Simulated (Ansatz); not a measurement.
**CH6N2Si: rigid scan of one bond length**

How does the energy of CH6N2Si change as one bond is stretched? Aim: a rigid scan of one bond length, for CH6N2Si, run from a script.

Program: Ansatz 0.2.0, driven from Python. Level of theory: r2SCAN/cc-pVDZ. These are calculated values, not measurements.

## 1. The system

Bond lengths: N1–Si2 1.625 Å, Si2–C3 1.830 Å, Si2–N4 1.720 Å, C3–N4 1.422 Å, N1–H5 1.012 Å, N1–H6 1.056 Å, Si2–H7 1.493 Å, C3–H8 1.148 Å, C3–H9 1.046 Å, N4–H10 0.949 Å. Angles (14 of 18 angles, heavy atoms first): N1–Si2–C3 114.3°, N1–Si2–N4 95.0°, C3–Si2–N4 47.1°, Si2–C3–N4 62.4°, Si2–N4–C3 70.5°, N1–Si2–H7 114.5°, C3–Si2–H7 121.4°, N4–Si2–H7 98.6°, Si2–N1–H5 111.6°, Si2–N1–H6 107.4°, Si2–C3–H8 114.7°, Si2–C3–H9 116.7°, N4–C3–H8 112.4°, N4–C3–H9 124.1°.

No structure file is read: the coordinates are typed or built in the script.

## 2. The script

ch6n2si_scan.py reads:

```python
import ansatz as az
import numpy as np

geometry_ang = [
    ("N", [-1.5659, 0.6951, 0.2529]),
    ("Si", [-0.0368, 0.4365, 0.7397]),
    ("C", [0.7029, -1.1123, 0.1063]),
    ("N", [0.5351, -0.0393, -0.8112]),
    ("H", [-2.0164, -0.1652, -0.0305]),
    ("H", [-1.5211, 1.2263, -0.6587]),
    ("H", [0.7775, 1.6768, 0.907]),
    ("H", [1.8024, -1.2724, 0.3964]),
    ("H", [0.0982, -1.9657, 0.1275]),
    ("H", [1.3074, 0.4691, -1.0265]),
]
system = az.Crystal.molecule()
for symbol, xyz in geometry_ang:
    system = system.atom(symbol, xyz)

symbols = [site.symbol for site in system.cartesian_sites]
start = np.array([site.position_ang for site in system.cartesian_sites])
axis = (start[5] - start[0]) / np.linalg.norm(start[5] - start[0])
moving = [5]
lengths, energies = [0.9, 0.97, 1.06, 1.16, 1.32, 1.58, 1.9, 2.32], []
for length in lengths:
    xyz = start.copy()
    xyz[moving] += (length - np.linalg.norm(start[5] - start[0])) * axis
    point = az.Crystal.molecule()
    for symbol, xyz in zip(symbols, xyz):
        point = point.atom(symbol, xyz.tolist())
    model = point.calculation().basis(gaussian="cc-pVDZ").functional("r2scan").spin("collinear")
    report = model.run().report
    energies.append(report["free_energy_ev"])
    print(f"r = {length:6.3f} A  E = {energies[-1]:.5f} eV  <S^2> = {abs(report['mean_field']['state']['spin_squared']):.3f}")

print("energy above the lowest point (eV):", [round(e - min(energies), 3) for e in energies])
```

## 3. The input behind the calls

The package turns the script's settings into the engine's input (first run):

```yaml
crystal:
  periodic: [false, false, false]
  atoms:
    - { symbol: "N", position_ang: [-1.5659, 0.6951, 0.2529] }
    - { symbol: Si, position_ang: [-0.0368, 0.4365, 0.7397] }
    - { symbol: C, position_ang: [0.7029, -1.1123, 0.1063] }
    - { symbol: "N", position_ang: [0.5351, -0.0393, -0.8112] }
    - { symbol: H, position_ang: [-2.0164, -0.1652, -0.0305] }
    - { symbol: H, position_ang: [-1.5277191925312414, 1.147815288558136, -0.5240112519758978] }
    - { symbol: H, position_ang: [0.7775, 1.6768, 0.907] }
    - { symbol: H, position_ang: [1.8024, -1.2724, 0.3964] }
    - { symbol: H, position_ang: [0.0982, -1.9657, 0.1275] }
    - { symbol: H, position_ang: [1.3074, 0.4691, -1.0265] }
basis:
  gaussian:
    orbitals: cc-pVDZ
hamiltonian:
  xc: r2scan
magnetization:
  spin_polarized: true
```

## 4. Launch

Launch:

```bash
$ python ch6n2si_scan.py
```

**Question.** What results will this script give? Wanted: range of energy; lowest point, distance.

**Answer**, as computed:

```
                  quantity     value
             runs compared         8
           range of energy  3.948 eV
lowest point, distance (Å)      1.06
```

The curve has its lowest point inside the range, at 1.06. The ends stand 0.39 and 3.95 eV above it. The distance scanned is the script's pair 0, 5. <S²> moves from 0.00 to 0.89: along the scan the mean field breaks spin symmetry. Caveats:
- Total energies depend on the basis set; only differences at equal settings carry meaning.
- The rest of the molecule is held rigid at a force-field or estimated start geometry, and the basis set is modest; single-reference methods fail as a bond breaks.
- The expectation value of S² is noticeably off S(S+1) in at least one run, so that state is spin-contaminated.
